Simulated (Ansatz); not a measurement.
# NCO (nco radical) at UCCSD/STO-3G

Aim: the electronic atomisation energy of NCO (nco radical) at UCCSD/STO-3G, from 4 runs. 

The results are computed with Ansatz 0.2.0.

66 further runs of the same task are left out: 13 that didn't finish, 53 set aside as unsound or not needed.

### 1 The molecule

NCO: 3 atoms, total charge 0, spin state doublet. As SMILES, `[N]=C=O`. Geometry: relaxed at PBE0-D4/def2-TZVP.

Bond lengths: N1–C2 1.222 Å, C2–O3 1.171 Å. Angles: N1–C2–O3 180.0°.

### 2 The energy at UCCSD/STO-3G

molecule.yaml reads:

```yaml
crystal:
  periodic: [false, false, false]
  atoms:
    - {symbol: "N", position_ang: [0.968200, 0.423100, 0.579200]}
    - {symbol: C, position_ang: [-0.013800, -0.006000, -0.008300]}
    - {symbol: O, position_ang: [-0.954400, -0.417100, -0.571000]}
basis:
  gaussian: {orbitals: STO-3G}
magnetization: {spin_polarized: true, initial_magnetization: 1}
correlation: {method: ccsd, frozen_orbitals: {C: 1, "N": 1, O: 1}}
accuracy: high
scf: {omitted_lower_state_checks: [cluster_reference, increment]}
```

The run is started by

```bash
$ ansatz run molecule.yaml --threads 1 --pin off --max-ram 2610MiB --events-out events.jsonl --progress --plain --runs-dir runs
```

Log:

```text
Warning: RAYON_NUM_THREADS=1 ignored (pool sized by the plan → 1); use --threads N
[... 14 lines left out ...]
3 core orbitals not correlated: weight in the atoms' cores, before any rotation towards them, 1.000 or more for the frozen orbitals, at most 0.000 for the correlated occupied ones
[... 29 lines left out ...]
Total energy: -4492.38687297 eV, -165.0921725323 hartree
Checks for a lower state left out: cluster_reference, increment
```

Run time: 0.61 s. Hardware: 1 thread of Intel Xeon Platinum 8375C at 2.90GHz (Ice Lake), shared host.

### 3 The C atom at the same level

molecule.yaml reads:

```yaml
basis:
  gaussian: {orbitals: STO-3G}
crystal:
  periodic: [false, false, false]
  atoms:
    - {symbol: C, position_ang: [0.000000, 0.000000, 0.000000]}
magnetization: {spin_polarized: true, initial_magnetization: 2}
correlation: {method: ccsd, frozen_orbitals: {C: 1}}
accuracy: high
scf: {omitted_lower_state_checks: [cluster_reference, increment]}
```

Run the same way, it converges to -37.21862 Eh (log not shown).

### 4 The N atom at the same level

input.yaml reads:

```yaml
crystal:
  periodic: [false, false, false]
  atoms:
    - {symbol: N, position_ang: [0.000000, 0.000000, 0.000000]}
basis:
  gaussian:
    orbitals: STO-3G
magnetization:
  spin_polarized: true
  initial_magnetization: 3
correlation:
  method: ccsd
  frozen_orbitals: {"N": 1}
accuracy: high
scf:
  omitted_lower_state_checks: [cluster_reference, increment]
```

Run the same way, it converges to -53.71901 Eh (log not shown).

### 5 The O atom

run.yaml reads:

```yaml
crystal:
  periodic: [false, false, false]
  atoms:
    - symbol: O
      position_ang: [0.000000, 0.000000, 0.000000]
basis:
  gaussian:
    orbitals: STO-3G
magnetization:
  spin_polarized: true
  initial_magnetization: 2
correlation:
  method: ccsd
  frozen_orbitals: {O: 1}
accuracy: high
scf:
  omitted_lower_state_checks: [cluster_reference, increment]
```

The run is started by

```bash
$ ansatz run run.yaml --threads 1 --pin off --max-ram 2610MiB --events-out events.jsonl --progress --plain --runs-dir runs
```

Log:

```text
Warning: RAYON_NUM_THREADS=1 ignored (pool sized by the plan → 1); use --threads N
Functional definition: HF
  name "HF"
  exchange = exact_x
  correlation = 0
these checks for a lower state are left out or cut short: cluster_reference, increment
15 factors; integrals over basis functions are off by at most 1.1e-9 eV
mean field evaluation 1: about -2008.3132 eV, gradient 1.7e-14 eV
mean field evaluation 2: about -2008.3132 eV, gradient 0.0e0 eV
mean field -2008.31323932 eV, -73.8041502613 hartree, gradient 0.0e0 eV, S^2 2.000000; 2 other end points of the search recorded, 0 dependent functions left out
1 core orbitals not correlated: weight in the atoms' cores, before any rotation towards them, 1.000 or more for the frozen orbitals, at most 0.000 for the correlated occupied ones
reference -2008.31323932 eV, -73.8041502613 hartree; 4, 2 occupied and 0, 2 virtual orbitals, 15 factors
second order 0.00000000 eV of doubles, 0.00000000 eV of singles
cycle   1  0.00000000 eV  change     0.0e0 eV  update    0.0e0
cycle   2  0.00000000 eV  change     0.0e0 eV  update    0.0e0
Total energy: -2008.31323932 eV, -73.8041502613 hartree
Checks for a lower state left out: cluster_reference, increment
```

Wall time 0.1 s (1 thread of Intel Xeon Platinum 8375C at 2.90GHz (Ice Lake), shared host).

### 6 What came out

At UCCSD/STO-3G, 3 core orbitals frozen:

| quantity | value |
| --- | --- |
| molecule: total energy | -165.09217 Eh |
| molecule: correlation energy (3 core orbitals frozen) | -177.3 mEh |
| molecule: ⟨S²⟩ of the reference determinant | 0.998 |
| molecule: T1 diagnostic | 0.042 |
| C atom: total energy | -37.21862 Eh |
| C atom: correlation energy (1 core orbital frozen) | -20.2 mEh |
| C atom: ⟨S²⟩ of the reference determinant | 2.000 |
| C atom: T1 diagnostic | 0.000 |
| N atom: total energy | -53.71901 Eh |
| N atom: correlation energy (1 core orbital frozen) | 0.0 mEh |
| N atom: ⟨S²⟩ of the reference determinant | 3.750 |
| N atom: T1 diagnostic | 0.000 |
| O atom: total energy | -73.80415 Eh |
| O atom: correlation energy (1 core orbital frozen) | 0.0 mEh |
| O atom: ⟨S²⟩ of the reference determinant | 2.000 |
| O atom: T1 diagnostic | 0.000 |
| electronic atomisation energy | 9.535 eV |

Taking the molecule apart into free atoms costs 9.53 eV (220 kcal/mol), before zero-point energy and without spin-orbit coupling. In a minimal basis such a difference can be off by several eV, whatever the method. ⟨S²⟩ (molecule) is 1.00 where a pure doublet has 0.75: the reference is spin-contaminated.
